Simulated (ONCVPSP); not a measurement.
**Germanium: generating and testing an ONCV potential**

Aim: build the potential from the settings below, then test how well it stands in for the atom: other configurations, scattering, ghost states and the plane-wave cutoff that it needs.

Program: ONCVPSP 4.0.1. Reference atom: PBE, scalar-relativistic, spherical and spin-unpolarised. All values are calculated.

### Step 1. Starting point

The settings as typed:

- element: germanium (Ge, Z = 32)
- type: optimised norm-conserving Vanderbilt (ONCV)
- frozen core: [Ar]
- valence charge: 14
- reference configuration: 3d10 4s2 4p2
- partial waves: 4s: rc 1.70 bohr, ncon 4, nbas 8, qcut 3.9 1/bohr, 1 projector; 4p: rc 1.70 bohr, ncon 3, nbas 7, qcut 5.9 1/bohr, 3 projectors, debl 1.1 Ha; 3d: rc 0.65 bohr, ncon 5, nbas 8, qcut 16.6 1/bohr, 1 projector
- local potential: polynomial inside 0.55 bohr (lpopt 5, dvloc0 6 Ha)
- core correction: not asked for

The nodes and maxima of the atom's own shells, from an earlier all-electron run, set the scale for the radii.

All-electron outer shells of the reference configuration (PBE, scalar-relativistic, ld1.x):

```csv
shell,level (eV),outermost node (bohr),outermost maximum (bohr)
3s,-168.49,0.26,0.54
3p,-115.62,0.23,0.54
3d,-29.31,–,0.50
4s,-11.73,0.77,1.75
4p,-3.90,0.82,2.22
```

### Step 2. Generating the potential

File Ge.dat:

```
# ATOM AND REFERENCE CONFIGURATION
# atsym  z   nc   nv     iexc    psfile
  Ge 32.00    5    3        4      upf
#
#   n    l    f
    1    0    2.00
    2    0    2.00
    2    1    6.00
    3    0    2.00
    3    1    6.00
    3    2   10.00
    4    0    2.00
    4    1    2.00
#
# PSEUDOPOTENTIAL AND OPTIMIZATION
# lmax
    2
#
#   l,   rc,      ep,       ncon, nbas, qcut
    0    1.70    0.00    4    8    3.90
    1    1.70    0.00    3    7    5.90
    2    0.65    0.00    5    8   16.60
#
# LOCAL POTENTIAL
# lloc, lpopt,  rc(5),   dvloc0
    4    5    0.55    6.00
#
# VANDERBILT-KLEINMAN-BYLANDER PROJECTORs
# l, nproj, debl
    0    1    2.20
    1    3    1.10
    2    1    2.80
#
# MODEL CORE CHARGE
# icmod, fcfact, rcfact
    0    0.00    0.00
#
# LOG DERIVATIVE ANALYSIS
# epsh1, epsh2, depsh
   -3.00    5.00    0.02
#
# OUTPUT GRID
# rlmax, drl
    6.00    0.01
#
# TEST CONFIGURATIONS
# ncnf
    4
# nvcnf
#   n    l    f
    3
    3    2   10.00
    4    0    2.00
    4    1    1.00
#
    3
    3    2   10.00
    4    0    2.00
    4    1    0.00
#
    3
    3    2   10.00
    4    0    1.00
    4    1    0.00
#
    3
    3    2   10.00
    4    0    2.00
    4    1    1.50
#
```

On the command line:

```console
$ oncvpsp.x < Ge.dat > Ge.out
```

Before running it: what results should come out? Wanted: cutoffs for 1 and 0.1 mHa per electron, occupied waves; bound ghosts; GHOST(+) flags; largest test error; largest phase difference near zero energy, channels read.

As calculated:

```
                                                quantity                            value
  cutoffs for 1 and 0.1 mHa per electron, occupied waves                490 Ha and 559 Ha
                                            bound ghosts  s at -461.71 eV, p at -99.82 eV
                                          GHOST(+) flags                       p at 17 eV
                            largest test error (AE − PS)        +45 meV, for 3d10 4s1 4p0
largest phase difference near zero energy, channels read                        0.010 rad
```

**Reading.** It has a bound ghost (s, p), a state that the atom doesn't have, and that rules the file out. By total energies transferability is fair: the largest error is 45 meV on 57.7 eV, for 3d10 4s1 4p0. That test lies far up in energy; among those under 40 eV, nearer to bonding, the largest error is 3.8 meV. By its cutoff, 490 Ha for the looser tolerance, it is very hard. At the looser tolerance the 3d wave is the slowest; 4s needs 9 Ha. Near zero energy the phases of the channels with partial waves agree within 0.010 rad. The program also flags highly localised states, GHOST(+) (p). These are tests on the free atom; a crystal test is still owed.
